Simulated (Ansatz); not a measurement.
**Al2F2H2S: one species, many methods**

Aim: compute Al2F2H2S with functionals from several rungs and with coupled cluster, and see how far each lands from CCSD(T) at the basis-set limit for the atomisation energy.

Computed with Ansatz 0.2.0, Gaussian basis. Level: functionals in def2-TZVPP, the program's frozen cores in correlated methods.

The runs, in order: LDA (SPW92), PBE-D4, revPBE-D4, BLYP-D4, r2SCAN-D4, B97M-V, PBE0-D4, B3LYP-D4, r2SCANh-D4, r2SCAN0-D4, HSE06-D4, BHLYP-D4, CAM-B3LYP-D4, LC-ωPBE, ωB97X-V, ωB97M-V, B2PLYP, PBE-QIDH; CCSD(T)/def2-SVP; CCSD(T)/def2-TZVPP; MP2/def2-QZVPP; extrapolation to the limit; RPA on PBE.

### Step 1. The geometry

An earlier PBE0-D4 in a triple-zeta def2 set relaxation fixed the geometry.

7 atoms, charge 0, spin multiplicity 1.

Atoms are counted from 1 here; the program's logs count them from 0.

Bond lengths: F1–Al2 1.730 Å, Al2–F3 1.628 Å, Al2–S4 2.091 Å, S4–Al5 2.313 Å, Al5–H6 1.579 Å, Al5–H7 1.579 Å. Angles: F1–Al2–F3 115.8°, F1–Al2–S4 100.6°, F3–Al2–S4 143.6°, Al2–S4–Al5 77.5°, S4–Al5–H6 114.6°, S4–Al5–H7 114.6°, H6–Al5–H7 124.8°.

### Step 2. LDA

This LDA is Slater exchange with PW92 correlation.

Input file in.yaml:

```yaml
crystal:
  periodic: [false, false, false]
  atoms:
    - {symbol: F, position_ang: [0.390829, -0.718030, 0.874585]}
    - {symbol: Al, position_ang: [0.291860, -1.282753, -0.757261]}
    - {symbol: F, position_ang: [0.749911, -2.825340, -1.001760]}
    - {symbol: S, position_ang: [-0.429245, 0.430939, -1.713170]}
    - {symbol: Al, position_ang: [-0.271093, 1.117642, 0.489565]}
    - {symbol: H, position_ang: [-1.648693, 1.178844, 1.258251]}
    - {symbol: H, position_ang: [0.977830, 2.030699, 0.804089]}
basis:
  gaussian: {orbitals: def2-TZVPP}
hamiltonian: {xc: lda}
output: {orbitals: {seedname: orbitals}}
```

Command:

```console
ansatz run in.yaml --threads 2 --pin off --events-out ev --progress --plain --max-ram 4352MiB
```

Further steps of the session: PBE-D4 (GGA); revPBE-D4 (GGA); BLYP-D4 (GGA); r2SCAN-D4 (meta-GGA); B97M-V (meta-GGA); PBE0-D4 (hybrid); B3LYP-D4 (hybrid); r2SCANh-D4 (hybrid); r2SCAN0-D4 (hybrid); HSE06-D4 (hybrid); BHLYP-D4 (hybrid); CAM-B3LYP-D4 (range-separated); LC-ωPBE (range-separated); ωB97X-V (range-separated); ωB97M-V (range-separated); B2PLYP (double hybrid); PBE-QIDH (double hybrid); CCSD(T) in def2-SVP; CCSD(T) in def2-TZVPP; MP2 in def2-QZVPP; RPA on PBE orbitals.

**Question.** What will the summary of the whole plan be? Wanted: atomisation energy, CCSD(T)/CBS; farthest beyond LDA; mean size of error, GGA; mean size of error, meta-GGA; mean size of error, hybrid; mean size of error, range-separated; mean size of error, double hybrid; gap, smallest and largest; T1 diagnostic.

As calculated:

| quantity | value |
| --- | --- |
| atomisation energy, CCSD(T)/CBS | 25.720 eV |
| functionals within 0.129 eV (0.5 %) | r2SCAN-D4, ωB97X-V |
| farthest beyond LDA | BHLYP-D4 (-1.267 eV) |
| mean size of error, GGA | 0.649 eV |
| mean size of error, meta-GGA | 0.121 eV |
| mean size of error, hybrid | 0.698 eV |
| mean size of error, range-separated | 0.250 eV |
| mean size of error, double hybrid | 0.587 eV |
| gap, smallest and largest | 3.94 eV (LDA (SPW92)), 11.00 eV (LC-ωPBE) |
| T1 diagnostic | 0.0121 |
| triples share of the correlation energy | 3.3 % |

What this shows: LDA overbinds by 2.860 eV (11 %). PBE-D4 misses by -0.280 eV. Double hybrids carry the basis error of their MP2 part in triple zeta, and no dispersion term here, so their miss is partly the set-up's. By mean error the best rung here is meta-GGA (0.121 eV) and the worst beyond LDA is hybrid (0.698 eV). The mean of the hybrids holds BHLYP, with half exact exchange. Misses under about 0.129 eV are within the doubt on the reference itself, which lacks core-valence correlation, relativity and higher excitations. Hartree-Fock recovers 75 % of the binding; the rest is correlation. CCSD(T) in def2-SVP is off by -1.830 eV, worse than the median functional, from the basis alone. Orbital gaps span 3.9 to 11.0 eV; exact exchange widens them.
